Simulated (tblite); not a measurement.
# C3H13O2PSi3: the cost of one run

Programs: tblite 0.8.0 and PySCF 2.14.0, with density-fitted response routines of our own. Each step states its level of theory. These are calculated values for one molecule in the gas phase, unless marked as measured. Atoms count from 0, in the outputs and in this text.

### 1 The molecule as given

22 atoms, charge 0, multiplicity 1; geometry from: force field or distance geometry start.

Bonds of the start (Å): C0–C1 1.51, C1–O2 1.21, C1–Si3 1.86, Si3–O4 1.71, O4–Si5 1.73, Si3–Si6 2.20, Si6–C7 1.85, Si6–P8 2.20, C0–H9 1.09, C0–H10 1.11, C0–H11 1.10, Si3–H12 1.45, Si5–H13 1.50, Si5–H14 1.47, Si5–H15 1.47, Si6–H16 1.48, C7–H17 1.12, C7–H18 1.09, C7–H19 1.13, P8–H20 1.46, P8–H21 1.47.

### 2 Geometry optimisation with GFN2-xTB

Job settings and geometry (Å):

```
{"job": {"kind": "relax", "xc": "GFN2-xTB", "basis": "xTB"}, "charge": 0, "multiplicity": 1}
C      2.199500     1.143200     1.434500
C      1.291100     1.321000     0.243300
O      1.258000     2.386200    -0.320400
Si     0.251100    -0.099500    -0.350900
O      0.989800    -1.572500     0.105300
Si     2.121900    -1.893300    -1.157600
Si    -1.758500     0.241400     0.470300
C     -2.781000    -1.286300     0.684200
P     -2.756300     1.610700    -0.935500
H      2.872100     2.003500     1.453400
H      1.550300     1.150600     2.337900
H      2.795100     0.220100     1.350500
H      0.146000    -0.077900    -1.800800
H      2.970000    -0.676200    -1.350500
H      1.342100    -2.010100    -2.395100
H      2.948100    -3.074700    -0.873500
H     -1.673200     0.936200     1.778100
H     -3.281200    -1.546800    -0.286100
H     -2.244500    -2.129500     1.124900
H     -3.630400    -1.016000     1.374600
H     -2.251000     1.398300    -2.293300
H     -2.369400     2.991000    -0.594200
```

On the command line:

```console
$ OMP_NUM_THREADS=1 python probes_run.py task.json out
```

One launch serves the whole session: the jobs run in the order shown.

Q: Estimate the wall time of this first job on 1 thread of Intel Xeon at 2.50GHz, shared host.

About 13 s.
